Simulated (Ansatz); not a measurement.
**AsS radical: up Jacob's ladder to CCSD(T)**

How much do the methods differ for AsS radical? The plan is to run it at one geometry with functionals of several rungs and with coupled cluster. The yardstick is the atomisation energy at the CCSD(T) limit.

Program: Ansatz 0.2.0, Gaussian basis. Level of theory: functionals in def2-TZVPP, the program's frozen cores in correlated methods. These are calculated values, not measurements.

The runs, in order: LDA (SPW92), PBE-D4, revPBE-D4, BLYP-D4, r2SCAN-D4, B97M-V, PBE0-D4, B3LYP-D4, r2SCANh-D4, r2SCAN0-D4, HSE06-D4, BHLYP-D4, CAM-B3LYP-D4, LC-ωPBE, ωB97X-V, ωB97M-V, B2PLYP, PBE-QIDH; CCSD(T)/def2-SVP; CCSD(T)/def2-TZVPP; CCSD(T)/def2-QZVPP; extrapolation to the limit; RPA on PBE.

## (1) The relaxed structure

The geometry comes from an earlier relaxation with PBE0-D4 in a triple-zeta def2 set; it is a stationary point.

2 atoms, charge 0, spin multiplicity 2.

Atoms are counted from 1 here; the program's logs count them from 0.

Bond lengths: S1–As2 2.011 Å.

## (2) LDA

This LDA is Slater exchange with PW92 correlation.

File in.yaml:

```yaml
crystal:
  periodic: [false, false, false]
  atoms:
    - {symbol: S, position_ang: [0.858098, -0.284322, 0.440319]}
    - {symbol: As, position_ang: [-0.858098, 0.284322, -0.440319]}
basis:
  gaussian: {orbitals: def2-TZVPP}
magnetization: {spin_polarized: true, initial_magnetization: 1}
hamiltonian: {xc: lda}
output: {orbitals: {seedname: orbitals}}
```

The run is started by

```bash
> ansatz run in.yaml --threads 2 --pin off --events-out ev --progress --plain --max-ram 32768MiB --backend cpu
```

The runs that follow: PBE-D4 (GGA); revPBE-D4 (GGA); BLYP-D4 (GGA); r2SCAN-D4 (meta-GGA); B97M-V (meta-GGA); PBE0-D4 (hybrid); B3LYP-D4 (hybrid); r2SCANh-D4 (hybrid); r2SCAN0-D4 (hybrid); HSE06-D4 (hybrid); BHLYP-D4 (hybrid); CAM-B3LYP-D4 (range-separated); LC-ωPBE (range-separated); ωB97X-V (range-separated); ωB97M-V (range-separated); B2PLYP (double hybrid); PBE-QIDH (double hybrid); CCSD(T) in def2-SVP; CCSD(T) in def2-TZVPP; CCSD(T) in def2-QZVPP; RPA on PBE orbitals.

**Question.** What will the summary of the whole plan be? Wanted: atomisation energy, CCSD(T)/CBS; farthest beyond LDA; mean size of error, GGA; mean size of error, meta-GGA; mean size of error, hybrid; mean size of error, range-separated; mean size of error, double hybrid; gap, smallest and largest; T1 diagnostic.

The runs gave:

```
                               quantity                                      value
        atomisation energy, CCSD(T)/CBS                               375.6 kJ/mol
  functionals within 3.8 kJ/mol (1.0 %)                               CAM-B3LYP-D4
                    farthest beyond LDA                      PBE-D4 (+52.0 kJ/mol)
                mean size of error, GGA                                42.9 kJ/mol
           mean size of error, meta-GGA                                26.7 kJ/mol
             mean size of error, hybrid                                14.8 kJ/mol
    mean size of error, range-separated                                16.2 kJ/mol
      mean size of error, double hybrid                                11.3 kJ/mol
              gap, smallest and largest  -0.11 eV (LDA (SPW92)), 6.73 eV (LC-ωPBE)
                          T1 diagnostic                                     0.0552
triples share of the correlation energy                                      5.1 %
```

**Reading.** The LDA atomisation energy is off by 138.6 kJ/mol (37 %): it overbinds. PBE-D4 misses by +52.0 kJ/mol. Double hybrids carry the basis error of their MP2 part in triple zeta, and no dispersion term here, so their miss is partly the set-up's. Taken by rung, double hybrid functionals do best (11.3 kJ/mol on average) and GGA ones worst beyond LDA (42.9 kJ/mol). The gap between the best rungs is small, so their order is not settled. RPA and LDA stand outside this count. The reference freezes the cores and leaves out relativity and excitations past (T), and its outer-core shells are covered unevenly, so misses under about 3.8 kJ/mol can't be ranked. Hartree-Fock recovers 35 % of the binding; the rest is correlation. CCSD(T) in def2-SVP is off by -80.3 kJ/mol, worse than the median functional, from the basis alone. The gap grows from -0.1 to 6.7 eV across the functionals, mostly with the share of exact exchange. A negative gap means that an empty level lies below a filled one: whole occupations of an open shell aren't an aufbau state there. The T1 diagnostic, 0.055, is a little above the customary 0.045. The UHF reference is spin-contaminated (⟨S²⟩ = 1.19 against 0.75). Correlated methods include outer-core shells of As, which these sets cover unevenly.
